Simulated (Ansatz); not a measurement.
# Te3MoPt: one candidate of a structure search, part 2 of 2

Aim: relax a trial structure of Te3MoPt and see where it ends.

Ansatz 0.2.0; DFT PBE, scalar-relativistic, plane waves, PAW. Earlier steps stand in the parts before.

**4. Spin check on a coarse mesh**

input.yaml

```yaml
crystal:
  lattice:
    - [5.1991472258, 0.0, 0.0]
    - [0.0, 5.1991472258, 0.0]
    - [0.0, 0.0, 5.1991472258]
  atoms:
    - { symbol: Te, position: [0.5, 0.0, 0.5] }
    - { symbol: Te, position: [0.0, 0.5, 0.5] }
    - { symbol: Te, position: [0.5, 0.5, 0.0] }
    - { symbol: Mo, position: [0.0, 0.0, 0.0], spin: 1.0 }
    - { symbol: Pt, position: [0.5, 0.5, 0.5] }
basis:
  ecutwfc: 420
kpoints:
  mp_grid: { grid: [4, 4, 4] }
hamiltonian:
  xc: pbe
scf:
  occupations: { method: gaussian, width: 0.1 }
  lower_state_search: "off"
output:
  forces: true
  stress: true
  eigenvalues: true
  populations: true
magnetization:
  spin_polarized: true
```

Started as:

```sh
> ansatz run input.yaml --threads 1 --pin off --max-ram 2560MiB --backend cpu --events-out ev --progress --plain --runs-dir out
```

Output, cut to the lines that bear on the results:

```text
[...]
SCF converged after 12 iterations
Magnetization: 2.8819 μB (41.4410 up, 38.5590 down)
Absolute magnetization: 5.1456 μB (∫|ρ↑−ρ↓|, with the PAW one-centre terms)
Spin contamination: 0.8526 ħ² per cell (⟨S²⟩ above its minimum at these occupations)
Per-site moments (μB) at R_I (Å): [(-0.1767517380681693, 1.0723241153212502), (-0.17675173806816946, 1.0723241153212502), (-0.1767517380681692, 1.0723241153212502), (3.71414046207762, 1.5164953071470426), (-0.08413791269243849, 1.0723241153212502)]
Free energy (F): -38414.148232 eV
[...]
E sigma→0 (E₀):  -38414.130766 eV
Entropy (-TS):   -0.034932 eV (-6.986 meV/atom)
Fermi energy:    11.062896 eV
[...]
--- Forces (eV/Å), atoms counted from 1 ---
  atom   1  Te    -0.00000000     0.00000000     0.00000000
  atom   2  Te     0.00000000     0.00000000     0.00000000
  atom   3  Te     0.00000000    -0.00000000     0.00000000
  atom   4  Mo    -0.00000000     0.00000000     0.00000000
  atom   5  Pt     0.00000000     0.00000000     0.00000000
[...]
--- Stress (GPa, compression-positive) ---
        3.651730      -0.000000       0.000000
       -0.000000       3.651730       0.000000
        0.000000       0.000000       3.651730
  P = ⅓ Tr σ = 3.6517 GPa (36.517 kbar)
--- Band table (eV; the first three rows and the last of 20) ---
[...]
--- Löwdin populations: 5 sites ---
  site symbol       q [e]    m [muB]
     0     Te     16.0850    -0.3878
     1     Te     16.0850    -0.3878
     2     Te     16.0850    -0.3878
     3     Mo     13.5499     4.0704
     4     Pt     17.8424    -0.0673
  spilling = 0.004409 (of n_electrons = 80.000000)
```

Run time: 12 s. Hardware: 1 thread of Intel Xeon Platinum 8375C at 2.90GHz (Ice Lake), shared host; peak memory 0.52 GiB.

By site:

| atom | moment in the atom's sphere (μB) | Löwdin electrons |
| --- | --- | --- |
| Te1 | -0.18 | 16.09 |
| Te2 | -0.18 | 16.09 |
| Te3 | -0.18 | 16.09 |
| Mo4 | 3.71 | 13.55 |
| Pt5 | -0.08 | 17.84 |

The Löwdin counts miss 0.35 of the 80 electrons, which the atomic orbitals do not span, so they are no charges.

The same cell is solved with trial moments on Mo. The largest site moment that stays is 3.71 μB and the cell's total 2.88 μB. The workflow keeps spin only above 0.25 μB on a site, so spin is kept from here on.

**5. Full relaxation**

The end of the coarse run is made exact in the group found at a tolerance of 0.06 Å and reduced to its primitive cell.

input.yaml

```yaml
crystal:
  lattice:
    - [5.1991472258, 0.0, 0.0]
    - [0.0, 5.1991472258, 0.0]
    - [0.0, 0.0, 5.1991472258]
  atoms:
    - { symbol: Te, position: [0.5, 0.0, 0.5], spin: -0.19 }
    - { symbol: Te, position: [0.0, 0.5, 0.5], spin: -0.19 }
    - { symbol: Te, position: [0.5, 0.5, 0.0], spin: -0.19 }
    - { symbol: Mo, position: [0.0, 0.0, 0.0], spin: 4.09 }
    - { symbol: Pt, position: [0.5, 0.5, 0.5] }
basis:
  ecutwfc: 420
kpoints:
  mp_grid: { grid: [8, 8, 8] }
hamiltonian:
  xc: pbe
scf:
  occupations: { method: gaussian, width: 0.1 }
output:
  forces: true
  stress: true
  eigenvalues: true
  populations: true
magnetization:
  spin_polarized: true
relax:
  adjacent_minimum: "off"
  f_tol: 0.01
  max_steps: 80
  cell: { stress_tol: 0.05 }
```

Started as:

```sh
> ansatz run input.yaml --threads 1 --pin off --max-ram 2560MiB --backend cpu --events-out ev --progress --plain --runs-dir out
```

Output:

```text
Warning: RAYON_NUM_THREADS=1 ignored (pool sized by the plan → 1); use --threads N
[... 10 set-up lines as earlier in the session ...]
Crystal: 5 atoms, lattice volume = 140.539 Å³
Basis set: ecut = 420 eV, 2777 PW (Γ), exchange–correlation on 72×72×72 points (8 copies of the dense FFT grid, shifted against one another)
Bands: 51, of which v1, the nominal top of the filled ones, is band 40 counted from 1 (39 counted from 0)
Symmetry: 48 space group operations
Space group: Pm-3m (ITA 221), of the structure as read, at distance tolerance 5.2e-5 Å
Magnetic group: BNS 221.92 (UNI 1594), of the structure as read, at distance tolerance 5.2e-5 Å
k-points: 35 of 512
[... 7 set-up lines as earlier in the session ...]
Initial density: superposition of atomic densities (chi_scale 0.1, normalization cell)
Starting moments: Σ|m| = 4.66 μB on 4 of 5 sites
[... 2 set-up lines as earlier in the session ...]
iter 1 solved again at ethr=2.26e-3 eV; its pass at ethr=3.10e-3 eV (dr2=1.81e0 eV) is discarded
SCF iter   1: F=—  HF=-38414.069422 eV  |F-HF|=—  |Δ(HF+E_count)|=         —  Δρ=1.75e-2 (↑1.75e-2 ↓1.41e-2)  dr2=1.82e0  dr2_m=2.16e-2  M=3.241 μB ∫|m|=4.561 μB  β_m=0.30  ethr=2.26e-3  ⟨swp⟩=1.2  Hψ=18710  notcnv=0
Mixer restart at iter 1: flushing history
preconditioner: auto → Kerker (q_TF=auto, 2.484 Å⁻¹)  [metal: Δε(μ)=0.004 eV  Ē_g=7.885 eV  σ=0.100 eV  W_gap=0.02  n_scr=32 (ndim 8)  ℏωp=18.3 eV  f_vac=0.000  D(μ)=5.59/eV (n_scr^D=32)]
spin=Collinear: Kerker preconditioning applied to the charge; magnetization (m = ρ↑ − ρ↓) channel mixes plain (no charge-response kernel on spin).
SCF iter   2: F=—  HF=-38414.028276 eV  |F-HF|=—  |Δ(HF+E_count)|=   4.11e-2  Δρ=1.16e-2 (↑1.16e-2 ↓9.74e-3)  dr2=9.89e-1  dr2_m=1.03e-2  M=3.173 μB ∫|m|=4.614 μB  β_m=0.59  ethr=2.26e-3  ⟨swp⟩=2.0  Hψ=4142  notcnv=0
SCF iter   3: F=—  HF=-38413.937445 eV  |F-HF|=—  |Δ(HF+E_count)|=   9.08e-2  Δρ=3.50e-3 (↑3.36e-3 ↓3.50e-3)  dr2=9.23e-2  dr2_m=3.89e-3  M=3.062 μB ∫|m|=4.795 μB  β_m=0.73  ethr=1.24e-3  ⟨swp⟩=3.0  Hψ=5629  notcnv=0  defer=111
SCF iter   4: F=—  HF=-38413.948070 eV  |F-HF|=—  |Δ(HF+E_count)|=         —  Δρ=3.65e-3 (↑3.65e-3 ↓1.34e-3)  dr2=2.06e-2  dr2_m=6.26e-3  M=3.087 μB ∫|m|=5.029 μB  β_m=0.73  ethr=1.15e-4  ⟨swp⟩=1.9  Hψ=4229  notcnv=0  defer=162
Mixer restart at iter 4: flushing history
SCF iter   5: F=—  HF=-38413.970550 eV  |F-HF|=—  |Δ(HF+E_count)|=   2.25e-2  Δρ=1.57e-3 (↑1.57e-3 ↓4.72e-4)  dr2=8.24e-3  dr2_m=7.83e-4  M=3.091 μB ∫|m|=5.067 μB  β_m=0.86  ethr=2.57e-5  ⟨swp⟩=2.0  Hψ=6004  notcnv=0  defer=219
SCF iter   6: F=—  HF=-38413.971719 eV  |F-HF|=—  |Δ(HF+E_count)|=   1.17e-3  Δρ=4.78e-4 (↑4.78e-4 ↓2.47e-4)  dr2=5.07e-4  dr2_m=8.46e-5  M=3.082 μB ∫|m|=5.093 μB  β_m=0.93  ethr=1.03e-5  ⟨swp⟩=2.0  Hψ=5585  notcnv=0  defer=239
SCF iter   7: F=—  HF=-38413.972481 eV  |F-HF|=—  |Δ(HF+E_count)|=   7.62e-4  Δρ=2.21e-4 (↑2.21e-4 ↓1.54e-4)  dr2=3.07e-4  dr2_m=9.46e-6  M=3.073 μB ∫|m|=5.093 μB  β_m=0.82  ethr=6.33e-7  ⟨swp⟩=2.1  Hψ=6305  notcnv=0  defer=239
SCF iter   8: F=—  HF=-38413.972542 eV  |F-HF|=—  |Δ(HF+E_count)|=   6.06e-5  Δρ=6.63e-5 (↑4.28e-5 ↓6.63e-5)  dr2=1.90e-5  dr2_m=2.35e-6  M=3.073 μB ∫|m|=5.094 μB  β_m=0.91  ethr=3.83e-7  ⟨swp⟩=2.0  Hψ=4218  notcnv=0  defer=239
SCF iter   9: F=—  HF=-38413.972532 eV  |F-HF|=—  |Δ(HF+E_count)|=   1.01e-5  Δρ=1.31e-5 (↑1.31e-5 ↓1.31e-5)  dr2=1.81e-6  dr2_m=2.81e-8  M=3.073 μB ∫|m|=5.099 μB  β_m=0.96  ethr=2.38e-8  ⟨swp⟩=2.0  Hψ=4635  notcnv=0  defer=239
SCF iter  10: F=—  HF=-38413.972532 eV  |F-HF|=—  |Δ(HF+E_count)|=   3.92e-7  Δρ=8.32e-6 (↑8.32e-6 ↓7.12e-6)  dr2=4.41e-7  dr2_m=1.00e-8  M=3.073 μB ∫|m|=5.100 μB  β_m=0.91  ethr=2.27e-9  ⟨swp⟩=2.6  Hψ=5669  notcnv=0  defer=239
SCF iter  11: F=—  HF=-38413.972532 eV  |F-HF|=—  |Δ(HF+E_count)|=   5.80e-8  Δρ=2.76e-6 (↑2.76e-6 ↓2.70e-6)  dr2=6.11e-8  dr2_m=1.47e-9  M=3.073 μB ∫|m|=5.100 μB  β_m=0.96  ethr=5.51e-10  ⟨swp⟩=2.6  Hψ=5016  notcnv=0  defer=239
SCF iter  12: F=-38413.972532 eV  HF=-38413.972532 eV  |F-HF|=3.17e-9  |Δ(HF+E_count)|=   5.06e-9  Δρ=7.02e-7 (↑6.69e-7 ↓7.02e-7)  dr2=5.61e-9  dr2_m=2.60e-11  M=3.073 μB ∫|m|=5.100 μB  ethr=7.64e-11  ⟨swp⟩=8.7  Hψ=15746  notcnv=0
SCF 1 converged in 12 iterations: F = -38413.972532 eV  dr2 = 5.61e-9
relax step   1: F+E_penalty+E_count = -38413.97253218 eV  Δ(F+E_penalty+E_count) = +0.000e0 eV  max|allowed force component| = 2.815e-28 eV/Å  Δτ_max = 0.0000 Å  P = +3.807 GPa  Ω = 140.539 Å³  (12 SCF iters, dr2 threshold 1.00e-7 eV, accepted)
[... 19 lines left out ...]
relax step   2: F+E_penalty+E_count = -38414.04075735 eV  Δ(F+E_penalty+E_count) = -6.823e-2 eV  max|allowed force component| = 4.497e-29 eV/Å  Δτ_max = 0.0000 Å  P = -1.590 GPa  Ω = 153.419 Å³  energy of the carried Pulay correction = -2.490e-3 eV  (10 SCF iters, dr2 threshold 5.00e-7 eV, accepted)
[... 15 lines left out ...]
relax step   3: F+E_penalty+E_count = -38414.06434804 eV  Δ(F+E_penalty+E_count) = -2.359e-2 eV  max|allowed force component| = 1.664e-29 eV/Å  Δτ_max = 0.0000 Å  P = -0.187 GPa  Ω = 149.386 Å³  energy of the carried Pulay correction = -1.734e-3 eV  (9 SCF iters, dr2 threshold 5.00e-7 eV, accepted)
[... 13 lines left out ...]
relax step   4: F+E_penalty+E_count = -38414.06473329 eV  Δ(F+E_penalty+E_count) = -3.852e-4 eV  max|allowed force component| = 2.527e-29 eV/Å  Δτ_max = 0.0000 Å  P = +0.011 GPa  Ω = 148.865 Å³  energy of the carried Pulay correction = -1.635e-3 eV  (8 SCF iters, dr2 threshold 8.72e-8 eV, accepted)
[... 16 lines left out ...]
relax step   5: F+E_penalty+E_count = -38414.06622940 eV  Δ(F+E_penalty+E_count) = -1.496e-3 eV  max|allowed force component| = 7.615e-29 eV/Å  Δτ_max = 0.0000 Å  P = +0.006 GPa  Ω = 148.865 Å³  stress off target by 6.05e-3 GPa  SCF on the basis re-selected at this cell (its energy is not comparable with the rows above)  (11 SCF iters)
basis re-selected at this cell: Δ(F+E_penalty+E_count) = -1.496e-3 eV, ΔP = -0.005 GPa vs the last step (what re-selecting the basis moved, of the pressure what is left beyond the Pulay correction that the steps carried, after the strain that the cell walked since its last selection, with what the two solves' SCF thresholds leave and, on support functions, any second-order correction that the steps lacked; it is no measure of the basis error at this ecutwfc). This SCF's stress stands 6.05e-3 GPa from its target on what of the cell is left free (relax.cell.stress_tol is 5.00e-2 GPa) and its largest allowed force component is 7.62e-29 eV/Å (relax.f_tol is 1.00e-2 eV/Å): within both
SCF converged after 11 iterations
Magnetization: 3.0828 μB (41.5414 up, 38.4586 down)
Absolute magnetization: 5.3634 μB (∫|ρ↑−ρ↓|, with the PAW one-centre terms)
Spin contamination: 0.9336 ħ² per cell (⟨S²⟩ above its minimum at these occupations)
Per-site moments (μB) at R_I (Å): [(-0.1889733966423381, 1.0930964607601852), (-0.18897339664233767, 1.0930964607601852), (-0.18897339664233762, 1.0930964607601852), (3.9037691188507493, 1.5458718397890834), (-0.07634218093971516, 1.0930964607601852)]
Free energy (F): -38414.066229 eV
Harris-Foulkes:  -38414.066229 eV  (|F-HF|=7.28e-12)
Internal energy: -38414.040321 eV  (E = F + TS)
E sigma→0 (E₀):  -38414.053275 eV
Entropy (-TS):   -0.025908 eV (-5.182 meV/atom)
Fermi energy:    10.125751 eV
--- Per-component energies (eV) ---
  E_band       = -1288.326336
  E_kinetic    = 1619.102440
  E_local      = -8038.288756  (includes V_loc(G=0)·N_el)
  E_nonlocal   = -581.196253
  E_hartree    = 4063.436564
  E_xc         = -813.578242
  E_vxc        = -837.929903  (∫ρ·V_xc dr)
  E_paw        = -26645.627353  (= ΣΔE_a)
  E_vpaw       = -1576.886659  (= ΣTr[D̂ρ^β])
  E_aug_tail   = -0.000372  (compensation charges beyond the density's cutoff)
  E_ewald      = -8017.888349
  E_smearing   = -0.025908  (= −TS)
  E_closure    = 0.000000  (closes the sum)
  Σ components = -38414.066229   (vs F -38414.066229, Δ=0.00e0)
--- Forces (eV/Å), atoms counted from 1 ---
  atom   1  Te    -0.00000000     0.00000000     0.00000000
  atom   2  Te     0.00000000     0.00000000     0.00000000
  atom   3  Te     0.00000000     0.00000000     0.00000000
  atom   4  Mo     0.00000000     0.00000000     0.00000000
  atom   5  Pt    -0.00000000     0.00000000    -0.00000000
  max |Σ_I F_I| component: 1.03e-28 eV/Å
--- Stress (GPa, compression-positive) ---
        0.006050      -0.000000      -0.000000
       -0.000000       0.006050      -0.000000
       -0.000000      -0.000000       0.006050
  P = ⅓ Tr σ = 0.0060 GPa (0.060 kbar)
--- Band table (eV; the first three rows and the last of 70) ---
  k-point 0 ↑: bands = ["-88.2612", "-51.8036", "-42.5551", "-42.5551", "-42.5551", "-26.9129", "-26.9070", "-26.9070", "-26.8671", "-26.8671", "-26.8671", "-26.8524", "-26.8524", "-26.8524", "-26.7694", "-26.7694", "-26.7667", "-26.7667", "-26.7667", "-26.7628", "-25.9957", "-25.9957", "-25.9957", "-2.4593", "-0.5465", "-0.5465", "5.8934", "5.8934", "5.8934", "6.7107", "6.7107", "6.7107", "7.7902", "7.7902", "8.8821", "8.8821", "8.8821", "8.8865", "8.8966", "8.8966", "9.3058", "9.3058", "9.3058", "9.9608", "9.9608", "9.9608", "11.9803", "15.7232", "15.7232", "16.8732", "16.8732"]
[... 3 lines left out ...]
--- Relaxed structure (4 steps of the walk, 4 accepted, 1 SCFs on fresh bases) ---
  F+E_penalty+E_count = -38414.06622940 eV   max|allowed force component| = 7.615e-29 eV/Å   (the final SCF, on the basis selected at the relaxed cell)
  cell:  # Å, volume = 148.8653 Å³
    - [5.29986162792817, -1.0271626370065256e-33, -1.3481509610710651e-33]
    - [-1.5407439555097887e-33, 5.29986162792817, -6.419766481290785e-35]
    - [-1.3481509610710651e-33, -6.419766481290785e-35, 5.29986162792817]
  atoms:
    - { symbol: Te, position: [0.5, -2.8152823802928735e-34, 0.5] }
    - { symbol: Te, position: [1.9756367580955264e-34, 0.5, 0.5] }
    - { symbol: Te, position: [0.5, 0.5, 9.384274600975255e-35] }
    - { symbol: Mo, position: [2.963455137144084e-34, -1.3335548117178356e-34, -5.433001084776387e-35] }
    - { symbol: Pt, position: [0.5, 0.5, 0.5] }
--- Löwdin populations: 5 sites ---
  site symbol       q [e]    m [muB]
     0     Te     16.0877    -0.3930
     1     Te     16.0877    -0.3930
     2     Te     16.0877    -0.3930
     3     Mo     13.5511     4.2747
     4     Pt     17.8554    -0.0580
  spilling = 0.004129 (of n_electrons = 80.000000)
```

It took 2.5 min on 1 thread of Intel Xeon Platinum 8375C at 2.90GHz (Ice Lake), shared host; peak memory 0.72 GiB.

The steps of the relaxation:

| step | energy from step 1 (eV/cell) | largest force component (eV/Å) | pressure (GPa) | volume (Å³) |
| --- | --- | --- | --- | --- |
| 1 | 0.0000 | 0.0000 | 3.81 | 140.54 |
| 2 | -0.0682 | 0.0000 | -1.59 | 153.42 |
| 3 | -0.0918 | 0.0000 | -0.19 | 149.39 |
| 4 | -0.0922 | 0.0000 | 0.01 | 148.87 |
| 5 | -0.0937 | 0.0000 | 0.01 | 148.87 |

Step 1 is the start. Step 5 repeats the geometry before it on a plane-wave basis chosen anew for that cell, so its energy need not be comparable with the rows above.

|  | before | after | change |
| --- | --- | --- | --- |
| a (Å) | 5.199 | 5.300 | +1.9 % |
| b (Å) | 5.199 | 5.300 | +1.9 % |
| c (Å) | 5.199 | 5.300 | +1.9 % |
| volume (Å³/atom) | 28.11 | 29.77 | +5.9 % |
| shortest distance (Å) | 2.600 | 2.650 | +1.9 % |
| space group (0.01 Å) | Pm-3m | Pm-3m | same |

The run keeps the 48 symmetry operations of the start, so it could not have lowered the symmetry.

Site by site:

| atom | moment in the atom's sphere (μB) | Löwdin electrons |
| --- | --- | --- |
| Te1 | -0.19 | 16.09 |
| Te2 | -0.19 | 16.09 |
| Te3 | -0.19 | 16.09 |
| Mo4 | 3.90 | 13.55 |
| Pt5 | -0.08 | 17.86 |

The Löwdin counts miss 0.33 of the 80 electrons, which the atomic orbitals do not span, so they are no charges.

**6. What came out**

The summary covers parts 1 to 2. Changes of volume or cell count from the first structure of part 1.

```
                              quantity                                                                      value
symmetry at the end (tolerance 0.05 Å)                                                space group Pm-3m (No. 221)
                     conventional cell  a = 5.300 Å, b = 5.300 Å, c = 5.300 Å, α = 90.00°, β = 90.00°, γ = 90.00°
                                volume                                                              29.77 Å³/atom
              energy over the elements                                                              +0.97 eV/atom
                       gap on the mesh                                                               none (metal)
                          total moment                                                               3.08 μB/cell
```

The symmetry goes from space group Cmmm (No. 65) to space group Pm-3m (No. 221), and the volume per atom grows by 22.7 % from the first guess. With a positive formation energy it can't be a ground state. No finished test with a distortion of lower symmetry is shown, so the end may be a saddle point. The runs treat Pt, Te without spin-orbit coupling. Other magnetic orders were not searched.
